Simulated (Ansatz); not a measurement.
# MgZn4Te: from a guess to a relaxed structure

Where does this trial cell of MgZn4Te go when cell and atoms are let free?

Program: Ansatz 0.2.0. Level of theory: DFT PBE, scalar-relativistic, plane waves, PAW. These are calculated values, not measurements.

## Step 1: The starting structure

It takes space group F-43m (No. 216, cubic). The conventional cell has a = 7.619 Å, b = 7.619 Å, c = 7.619 Å, α = 90.00°, β = 90.00°, γ = 90.00°. Mg (site symmetry -43m) is surrounded by 12 Zn at 3.16 Å and 4 Te at 3.30 Å. Zn (site symmetry 3m) is surrounded by 6 Zn at 2.66 to 2.73 Å and 3 Te at 3.15 Å. Around Te (site symmetry -43m) lie 12 Zn at 3.15 Å and 4 Mg at 3.30 Å.

Structure file:

```xyz
6
Lattice="0.0000 3.8096 3.8096 3.8096 0.0000 3.8096 3.8096 3.8096 0.0000" Properties=species:S:1:pos:R:3 pbc="T T T"
Mg    0.0000    0.0000    0.0000
Zn    4.7485    2.8708    2.8708
Zn    2.8708    4.7485    2.8708
Zn    4.7485    4.7485    4.7485
Zn    2.8708    2.8708    4.7485
Te    1.9048    1.9048    1.9048
```

Recipe of the guess: species swapped into a database cell of LaMgNi4 (F-43m, No. 216), with Mg on the La sites, Te on the Mg sites and Zn on the Ni sites. Lengths come from tabulated atomic sizes and are only a guess.

## Step 2: Probe: one point on a coarse mesh

The input, input.yaml:

```yaml
crystal:
  lattice:
    - [0.0, 3.80963301, 3.80963301]
    - [3.80963301, 0.0, 3.80963301]
    - [3.80963301, 3.80963301, 0.0]
  atoms:
    - { symbol: Mg, position: [0.0, 0.0, 0.0] }
    - { symbol: Zn, position: [0.13034135, 0.62321955, 0.62321955] }
    - { symbol: Zn, position: [0.62321955, 0.13034135, 0.62321955] }
    - { symbol: Zn, position: [0.62321955, 0.62321955, 0.62321955] }
    - { symbol: Zn, position: [0.62321955, 0.62321955, 0.13034135] }
    - { symbol: Te, position: [0.25, 0.25, 0.25] }
basis:
  ecutwfc: 420
kpoints:
  mp_grid: { grid: [4, 4, 4] }
hamiltonian:
  xc: pbe
scf:
  occupations: { method: gaussian, width: 0.1 }
  lower_state_search: "off"
output:
  forces: true
  stress: true
  eigenvalues: true
```

Run with:

```
ansatz run input.yaml --threads 1 --pin off --max-ram 2560MiB --backend cpu --events-out ev --progress --plain --runs-dir out
```

Further runs follow: full relaxation.

**Question.** What will these runs give? Wanted: conventional cell; volume; energy over the elements; gap on the mesh.

As calculated:

| quantity | value |
| --- | --- |
| symmetry at the end (tolerance 0.05 Å) | space group F-43m (No. 216) |
| conventional cell | a = 7.691 Å, b = 7.691 Å, c = 7.691 Å, α = 90.00°, β = 90.00°, γ = 90.00° |
| volume | 18.96 Å³/atom |
| energy over the elements | +0.08 eV/atom |
| gap on the mesh | none (metal) |

What this shows: The space group F-43m (No. 216) is kept, and the volume per atom grows by 2.9 % from the first guess. With a positive formation energy it can't be a ground state. No finished test with a distortion of lower symmetry is shown, so the end may be a saddle point. The runs treat Te without spin-orbit coupling.
